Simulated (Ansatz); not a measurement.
# C2H4FGeNO: small, medium and large basis sets

One table from this session's results is given with a row withheld; the runs are named, their logs left out.

Computed with Ansatz 0.2.0, Gaussian basis. Level: one geometry, several basis sets.

The runs, in order: PBE0-D4/def2-SVP; ωB97M-V/def2-SVP; PBE0-D4/def2-QZVPP; ωB97M-V/def2-QZVPP; the functionals' def2-TZVPP values are taken from earlier runs.

## Structure used throughout

An earlier PBE0-D4 in a triple-zeta def2 set relaxation fixed the geometry.

SMILES `C[O][GeH]([F])[C]#N`, 10 atoms, charge 0, spin multiplicity 1.

Atoms are counted from 1 here; the program's logs count them from 0.

Bond lengths: C1–O2 1.418 Å, C1–H7 1.090 Å, C1–H8 1.094 Å, C1–H9 1.096 Å, O2–Ge3 1.743 Å, Ge3–F4 1.726 Å, Ge3–C5 1.912 Å, Ge3–H10 1.526 Å, C5–N6 1.150 Å. Angles: O2–C1–H7 107.3°, O2–C1–H8 111.3°, O2–C1–H9 112.0°, H7–C1–H8 108.8°, H7–C1–H9 108.3°, H8–C1–H9 109.0°, C1–O2–Ge3 120.1°, O2–Ge3–F4 109.2°, O2–Ge3–C5 104.9°, O2–Ge3–H10 114.7°, F4–Ge3–C5 106.3°, F4–Ge3–H10 107.6°, C5–Ge3–H10 113.9°, Ge3–C5–N6 177.5°.

Geometry (Å):

```
atom    x (Å)    y (Å)    z (Å)
  C1   0.3768  -1.7301   0.2316
  O2  -0.0947  -0.4656   0.6669
 Ge3  -0.0444   0.9037  -0.4103
  F4  -1.1686   0.6558  -1.6964
  C5  -0.7207   2.3647   0.6205
  N6  -1.0875   3.2715   1.2259
  H7   0.4039  -2.3835   1.1042
  H8  -0.2914  -2.1678  -0.5157
  H9   1.3886  -1.6705  -0.1863
 H10   1.3210   1.1706  -1.0375
```

The first run:

Input file in.yaml:

```yaml
crystal:
  periodic: [false, false, false]
  atoms:
    - {symbol: C, position_ang: [0.376774, -1.730111, 0.231611]}
    - {symbol: O, position_ang: [-0.094659, -0.465586, 0.666900]}
    - {symbol: Ge, position_ang: [-0.044433, 0.903699, -0.410288]}
    - {symbol: F, position_ang: [-1.168618, 0.655849, -1.696358]}
    - {symbol: C, position_ang: [-0.720659, 2.364749, 0.620470]}
    - {symbol: N, position_ang: [-1.087511, 3.271513, 1.225906]}
    - {symbol: H, position_ang: [0.403903, -2.383496, 1.104182]}
    - {symbol: H, position_ang: [-0.291358, -2.167830, -0.515679]}
    - {symbol: H, position_ang: [1.388642, -1.670473, -0.186312]}
    - {symbol: H, position_ang: [1.321017, 1.170587, -1.037531]}
basis:
  gaussian: {orbitals: def2-SVP}
hamiltonian: {xc: pbe0, dispersion: d4}
output: {orbitals: {seedname: orbitals}}
```

Steps of the session up to this table: PBE0-D4 in def2-SVP; ωB97M-V in def2-SVP; PBE0-D4 in def2-QZVPP; ωB97M-V in def2-QZVPP.

One table of the session follows, with a row left open; its other results are not shown here.

It belongs to the step «Functionals by basis». 

```
functional       basis  HOMO (eV)
   PBE0-D4    def2-SVP      -8.94
   PBE0-D4  def2-TZVPP      -9.05
   PBE0-D4  def2-QZVPP      -9.08
   ωB97M-V    def2-SVP     -11.34
   ωB97M-V  def2-TZVPP     -11.47
   ωB97M-V  def2-QZVPP          ?
```

Estimate the missing values for ωB97M-V, def2-QZVPP.

The run gave: HOMO (eV): -11.51. In the column «HOMO (eV)» it is the lowest.
